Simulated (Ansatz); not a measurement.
## Li3Ca, space group Fm-3m: a point defect in a supercell, step by step

With the Python package of Ansatz (0.2.0).

Notebook, run cell by cell (the value of a cell's last expression is shown):

```python
import warnings

import ansatz as az
import numpy as np
from pymatgen.core import Lattice, Structure
from pymatgen.io.ase import AseAtomsAdaptor
```

```python
warnings.simplefilter("ignore", az.DeckWarning)
```

```python
pmg_structure = Structure(
    Lattice([(0.0, 3.766869, 3.766869), (3.766869, 0.0, 3.766869), (3.766869, 3.766869, 0.0)]),
    ["Li", "Li", "Li", "Ca"],
    [
        (0.75, 0.75, 0.75),
        (0.25, 0.25, 0.25),
        (0.0, 0.0, 0.0),
        (0.5, 0.5, 0.5),
    ],
)
system = az.Crystal.from_ase(AseAtomsAdaptor.get_atoms(pmg_structure))
host = system.supercell(2, 2, 1)
defective = host.vacancy("Li", at=(0.75, 0.75, 0.75))
```

```python
def with_settings(structure):
    return (
        structure.calculation()
        .functional("pbesol")
        .kpoints(spacing=0.5)
        .occupations(az.OccupationsMethod.FERMI_DIRAC, width=0.15)
        .band_table()
    )


perfect = with_settings(host).run(threads=1, pin="off").report
setup = with_settings(defective).forces()
done = setup.run(threads=1, pin="off")
report = done.report

report["converged"], report["free_energy_ev"]
```

    (True, -9407.092647489837)

```python
n_host, n_defect = len(perfect["lattice"]["sites"]), len(report["lattice"]["sites"])
print(f"perfect cell: {n_host} atoms, F = {perfect['free_energy_ev']:.4f} eV")
print(f"defect cell:  {n_defect} atoms, F = {report['free_energy_ev']:.4f} eV")
# chemical potentials are still to be added to this difference
print(f"difference {report['free_energy_ev'] - perfect['free_energy_ev']:.4f} eV (no chemical potentials)")
```

    perfect cell: 16 atoms, F = -9610.6298 eV
    defect cell:  15 atoms, F = -9407.0926 eV
    difference 203.5372 eV (no chemical potentials)

```python
for label, run in (("perfect", perfect), ("defect", report)):
    levels, filled = np.array(run["eigenvalues_ev"][0]), np.array(run["occupations"][0])
    top = int(np.argmin(np.abs(levels - run["fermi_energy_ev"])))
    window = slice(max(top - 3, 0), top + 4)
    print(label, "levels near E_F at the first k-point:", ", ".join(f"{e - run['fermi_energy_ev']:.2f} ({f:.2f})" for e, f in zip(levels[window], filled[window])))
```

    perfect levels near E_F at the first k-point: -1.72 (2.00), -1.66 (2.00), -1.16 (2.00), 0.26 (0.30), 0.26 (0.30), 0.49 (0.07), 0.65 (0.03)
    defect levels near E_F at the first k-point: -1.62 (2.00), -1.52 (2.00), -1.02 (2.00), 0.32 (0.21), 0.34 (0.18), 0.57 (0.04), 0.65 (0.03)

Reading the output:
- Absolute energies stand on the zero of these potentials, so only differences at equal settings mean something. A total without «per atom» is that of the whole cell that was run.
- The computed bands are complete only to about 2.5 eV above the Fermi level.
- The mesh is modest for a metal, so energies can be off by several to tens of meV an atom and pressures by half a GPa or more; differences at equal mesh fare better.
- The smearing is wide enough that free energy and stress hold a thermal part of the electrons.
- The atoms stand at ideal sites; relaxing them can change energy and levels by an eV or more.
- The difference holds no chemical potentials.
- Errors of mesh and smearing per atom add up over the supercell, so the energy can be off by tenths of an eV.
- Each cell's levels count from its own Fermi level and aren't aligned; one k-point can hide that the defect cell is metallic.
- This cell is a computed structure, which may not be the phase found in nature.
- Gaps and levels are Kohn-Sham values on a finite set of k-points.
- The supercell is small, so the defect meets its images and the energies aren't those of an isolated defect; a partly filled defect level may also lower its energy by spin or distortion. For a charged cell the difference holds no correction, alignment or term for the electrons' reservoir.
- Timing: 33 s on 1 thread of Intel(R) Xeon(R) Platinum 8488C (Sapphire Rapids) (shared host), peak memory 0.74 GiB.
